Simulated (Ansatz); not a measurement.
# C4H12Si: the cost of one run

Computed with Ansatz 0.2.0 (DFT unrestricted B3LYP, Gaussian basis aug-cc-pV(T+d)Z, and further levels as typed in the inputs, unless a step's input says otherwise).

## 1. The system as given

Bond lengths (14 of 16 bonds, heavy atoms first): C1–Si2 1.877 Å, Si2–C3 1.877 Å, Si2–C4 1.877 Å, Si2–C5 1.877 Å, C1–H6 1.093 Å, C1–H7 1.093 Å, C1–H8 1.093 Å, C3–H9 1.093 Å, C3–H10 1.093 Å, C3–H11 1.093 Å, C4–H12 1.093 Å, C4–H13 1.093 Å, C4–H14 1.093 Å, C5–H15 1.093 Å. Angles (14 of 30 angles, heavy atoms first): C1–Si2–C3 109.5°, C1–Si2–C4 109.5°, C1–Si2–C5 109.5°, C3–Si2–C4 109.5°, C3–Si2–C5 109.5°, C4–Si2–C5 109.5°, Si2–C1–H6 111.2°, Si2–C1–H7 111.2°, Si2–C1–H8 111.2°, Si2–C3–H9 111.2°, Si2–C3–H10 111.2°, Si2–C3–H11 111.2°, Si2–C4–H12 111.2°, Si2–C4–H13 111.2°.

As a file:

```xyz
17

C     1.4327   -0.8420   -0.8736
Si    0.0000    0.0000    0.0000
C    -1.5499   -1.0419   -0.1927
C     0.4036    0.1900    1.8237
C    -0.2864    1.6939   -0.7574
H     1.6245   -1.8327   -0.4542
H     1.2274   -0.9672   -1.9397
H     2.3517   -0.2582   -0.7792
H    -1.4142   -2.0364    0.2396
H    -2.4036   -0.5769    0.3065
H    -1.8114   -1.1708   -1.2459
H     0.5760   -0.7813    2.2939
H     1.3032    0.7932    1.9689
H    -0.4134    0.6782    2.3608
H    -1.1164    2.2104   -0.2688
H    -0.5241    1.6164   -1.8212
H     0.6002    2.3254   -0.6607
```

## 2. Single point: C4H12Si, charge +1

It takes the final geometry of an earlier run.

The input, input.yaml:

```yaml
crystal:
  periodic: [false, false, false]
  atoms:
    - { symbol: C, position_ang: [1.43273639, -0.84202734, -0.87363492] }
    - { symbol: Si, position_ang: [1.15e-06, 2.7e-07, -1.31e-06] }
    - { symbol: C, position_ang: [-1.54993186, -1.04189698, -0.19269484] }
    - { symbol: C, position_ang: [0.40361749, 0.19002381, 1.82371974] }
    - { symbol: C, position_ang: [-0.28642442, 1.69390052, -0.7573899] }
    - { symbol: H, position_ang: [1.62451214, -1.83274414, -0.45415595] }
    - { symbol: H, position_ang: [1.2273742, -0.96722115, -1.9396618] }
    - { symbol: H, position_ang: [2.35169971, -0.25821215, -0.77915486] }
    - { symbol: H, position_ang: [-1.41422308, -2.03637113, 0.23958373] }
    - { symbol: H, position_ang: [-2.40364697, -0.57687041, 0.30648582] }
    - { symbol: H, position_ang: [-1.81136072, -1.17084539, -1.24592212] }
    - { symbol: H, position_ang: [0.57604839, -0.78129399, 2.29390038] }
    - { symbol: H, position_ang: [1.30323612, 0.79323924, 1.96890198] }
    - { symbol: H, position_ang: [-0.41337659, 0.67820564, 2.36080404] }
    - { symbol: H, position_ang: [-1.11639035, 2.21035044, -0.26882414] }
    - { symbol: H, position_ang: [-0.52410369, 1.61637661, -1.82123149] }
    - { symbol: H, position_ang: [0.60022209, 2.32538616, -0.66072437] }
magnetization:
  spin_polarized: true
  initial_magnetization: 1
total_charge: 1
basis:
  gaussian:
    orbitals: "aug-cc-pV(T+d)Z.json"
    initial_orbitals: start.molden
    maximum_overlap: true
hamiltonian:
  xc: { name: B3LYP }
```

Launch:

```
> ansatz run input.yaml --threads 4 --pin off --max-ram 14336MiB --backend cpu --events-out ev --progress --plain --runs-dir out
```

**Question.** How long does this run take on 4 threads of Arm Neoverse V1, shared host, and how much memory does it need?

About 27 s, with a peak of 3.1 GiB.
